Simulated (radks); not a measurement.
# Kr⁴⁺ in [Ar] 3d10 4s1.75 4p2.25: an all-electron calculation

The task here is to estimate one member of a computed series from the others.

Method: scalar-relativistic Kohn-Sham, PBE, spin-unpolarised, spherical densities, finite nucleus. Code: radks (a radial shooting solver on a logarithmic mesh, Libxc functionals) version 1.

### Starting point

| Quantity | Value |
| --- | --- |
| element | krypton (Z = 36) |
| charge | +4 |
| electrons | 32 |
| configuration | [Ar] 3d10 4s1.75 4p2.25 |
| nuclear rms radius | 4.1884 fm |

Set-up of the first run:

Settings of this run:

```text
Z 36
configuration [Ar] 3d10 4s1.75 4p2.25
relativity scalar-relativistic
functional pbe,pbe
spin unpolarised
nucleus finite rms 4.1884 fm
c 137.035999084
```

One table of the session follows, with a row left open; its other results are not shown here.

It belongs to the step «Radial structure». Radial moments (bohr):

```
level      <r>  outermost maximum (interpolated)  90 % within  nodes
   1s  0.04149                            0.0271       0.0742      0
   2s   0.1835                             0.154        0.284      1
   2p   0.1601                             0.123        0.261      0
   3s   0.5297                             0.467        0.787      2
   3p   0.5395                             0.463        0.822      1
   3d        ?                                 ?            ?      ?
   4s    1.429                              1.28         2.07      3
   4p    1.598                              1.42         2.34      2
```

**Question.** Estimate the row for 3d.

**Answer.** <r>: 0.5518; outermost maximum (interpolated): 0.411; 90 % within: 0.902; nodes: 0. In the column «<r>» it lies between 3p (0.5395) and 4s (1.429).
